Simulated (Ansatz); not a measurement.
Geometry optimisation, Ansatz, DFT LDA, scalar-relativistic, plane waves, PAW.

Input file:

```yaml
crystal:
  lattice:
    - [5.69954, 0.0, 0.0]
    - [-2.84977, 4.935946, 0.0]
    - [0.0, 0.0, 17.9954]
  atoms:
    - { symbol: W, position: [0.0, 0.0, 0.0555698] }
    - { symbol: C, position: [0.3333333, 0.1666667, 0.1333163] }
    - { symbol: W, position: [0.0, 0.0, 0.2110628] }
    - { symbol: C, position: [0.3333333, 0.1666667, 0.2888094] }
    - { symbol: W, position: [0.0, 0.0, 0.3665559] }
    - { symbol: C, position: [0.3333333, 0.1666667, 0.4443024] }
    - { symbol: W, position: [0.0, 0.5, 0.0555698] }
    - { symbol: C, position: [0.3333333, 0.6666667, 0.1333163] }
    - { symbol: W, position: [0.0, 0.5, 0.2110628] }
    - { symbol: C, position: [0.3333333, 0.6666667, 0.2888094] }
    - { symbol: W, position: [0.0, 0.5, 0.3665559] }
    - { symbol: C, position: [0.3333333, 0.6666667, 0.4443024] }
    - { symbol: W, position: [0.5, 0.0, 0.0555698] }
    - { symbol: C, position: [0.8333333, 0.1666667, 0.1333163] }
    - { symbol: W, position: [0.5, 0.0, 0.2110628] }
    - { symbol: C, position: [0.8333333, 0.1666667, 0.2888094] }
    - { symbol: W, position: [0.5, 0.0, 0.3665559] }
    - { symbol: C, position: [0.8333333, 0.1666667, 0.4443024] }
    - { symbol: W, position: [0.5, 0.5, 0.0555698] }
    - { symbol: C, position: [0.8333333, 0.6666667, 0.1333163] }
    - { symbol: W, position: [0.5, 0.5, 0.2110628] }
    - { symbol: C, position: [0.8333333, 0.6666667, 0.2888094] }
    - { symbol: W, position: [0.5, 0.5, 0.3665559] }
    - { symbol: C, position: [0.8333333, 0.6666667, 0.4443024] }
    - { symbol: F, position: [0.3570197, 0.156044, 0.5504407] }
    - { symbol: F, position: [0.0826974, 0.0939339, 0.5532192] }
basis:
  ecutwfc: 420.0
kpoints:
  mp_grid: { grid: [3, 3, 1] }
hamiltonian:
  xc: lda
  pseudopotentials: { kind: paw, azcp: { folder: soft_1 } }
scf:
  occupations: { method: gaussian, width: 0.15 }
  lower_state_search: "off"
relax:
  f_tol: 0.03
  max_steps: 60
  adjacent_minimum: "off"
  constraints: [{ sites: [0, 1, 6, 7, 12, 13, 18, 19] }]
output:
  write_density: true
  write_potential: true
  elf: true
  volumetric_format: npy
```

Command:

```bash
$ ansatz run input.yaml --threads 4 --pin off --max-ram 10240MiB --backend cpu --events-out ev --progress --plain --runs-dir out
```

Problem. Where does it end, and by what steps?

Solution. The forces met the threshold. Limits of this set-up: coarse k mesh, thin slab, slab without dipole correction, no dispersion correction for a molecule that may bind weakly, PAW files made for another functional. After 16 steps the energy has fallen by 10.516 eV; F26 moved furthest, 1.83 Å. Joined: C6–F25 (1.92 → 1.31 Å), C18–F26 (2.57 → 1.31 Å).

| step | energy less start (eV) | largest force component (eV/Å) | accepted |
| --- | --- | --- | --- |
| 0 | 0.0000 | 6.035 | yes |
| 1 | -3.6549 | 2.384 | yes |
| 2 | -4.0958 | 2.546 | yes |
| 3 | -4.9520 | 4.143 | yes |
| 4 | -5.3873 | 4.634 | yes |
| 5 | -6.2821 | 0.986 | yes |
| 6 | -6.6050 | 0.952 | yes |
| 7 | -6.9827 | 1.590 | yes |
| 8 | -7.5621 | 2.630 | yes |
| 9 | -8.4207 | 3.716 | yes |
| 10 | -9.5116 | 3.999 | yes |
| 11 | -10.2390 | 0.769 | yes |
| 12 | -10.4353 | 0.446 | yes |
| 13 | -10.5025 | 0.247 | yes |
| 14 | -10.5039 | 0.205 | yes |
| 15 | -10.5160 | 0.045 | yes |
| 16 | -10.5164 | 0.016 | yes |

```xyz
26
Lattice="5.6995 0.0000 0.0000 -2.8498 4.9359 0.0000 0.0000 0.0000 17.9954" Properties=species:S:1:pos:R:3
W 0.000 0.000 1.000
C 1.425 0.823 2.399
W 0.000 0.000 3.823
C 1.425 0.836 5.201
W 0.000 0.019 6.664
C 1.425 0.766 7.962
W -1.425 2.468 1.000
C 0.000 3.291 2.399
W -1.425 2.461 3.818
C 0.000 3.291 5.179
W -1.425 2.500 6.696
C 0.000 3.363 7.815
W 2.850 0.000 1.000
C 4.275 0.823 2.399
W 2.849 0.000 3.823
C 4.275 0.836 5.201
W 2.850 0.019 6.664
C 4.275 0.766 7.962
W 1.425 2.468 1.000
C 2.850 3.291 2.399
W 1.424 2.461 3.818
C 2.850 3.291 5.179
W 1.425 2.499 6.696
C 2.849 3.363 7.815
F 1.425 0.928 9.259
F -1.426 0.927 9.260
```

Time of the run: 3.9 min on 4 threads of Arm Neoverse V2, on a shared host, peak memory 1.8 GiB.
